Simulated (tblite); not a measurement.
# C5H13NOSi2: the cost of one run

Programs: tblite 0.8.0 and PySCF 2.14.0, with density-fitted response routines of our own. Each step states its level of theory. These are calculated values for one molecule in the gas phase, unless marked as measured. Atoms count from 0, in the outputs and in this text.

**1. Starting geometry**

22 atoms, charge 0, multiplicity 1; geometry from: force field or distance geometry start.

Bonds of the start (Å): C0–C1 1.53, C1–O2 1.23, C1–C3 1.46, C3–C4 1.53, C4–C5 1.53, C5–N6 1.41, N6–Si7 1.78, N6–Si8 1.79, C5–C3 1.47, C0–H9 1.10, C0–H10 1.13, C0–H11 1.10, C3–H12 1.10, C4–H13 1.10, C4–H14 1.11, C5–H15 1.11, Si7–H16 1.49, Si7–H17 1.46, Si7–H18 1.49, Si8–H19 1.48, Si8–H20 1.47, Si8–H21 1.49.

**2. Relaxing the molecule with GFN2-xTB**

Job settings and geometry (Å):

```
{"job": {"kind": "relax", "xc": "GFN2-xTB", "basis": "xTB"}, "charge": 0, "multiplicity": 1}
C      3.114300    -1.083600     0.326100
C      1.663700    -0.691600     0.590300
O      1.057100    -1.466200     1.322200
C      1.148100     0.535500    -0.008800
C      0.456300     1.426700     1.026200
C     -0.264000     0.885100    -0.206800
N     -1.385400     0.097200     0.140400
Si    -1.457200    -1.500000    -0.650600
Si    -2.805400     1.008000    -0.446700
H      3.689200    -0.165000     0.116600
H      3.139900    -1.660200    -0.643200
H      3.526400    -1.650900     1.167900
H      1.880500     1.090600    -0.618900
H      0.237000     0.936000     1.987400
H      0.715900     2.510100     1.042400
H     -0.447900     1.676000    -0.965600
H     -2.381000    -1.431400    -1.823500
H     -0.160300    -2.010800    -1.091900
H     -2.133700    -2.438000     0.290400
H     -3.485500     0.292500    -1.546000
H     -3.747900     1.356700     0.630000
H     -2.370400     2.302800    -1.039500
```

Launch:

```
OMP_NUM_THREADS=1 python probes_run.py task.json out
```

One launch serves the whole session: the jobs run in the order shown.

Q: Estimate the wall time of this first job on 1 thread of Intel Xeon at 2.50GHz, shared host.

About 7.1 s.
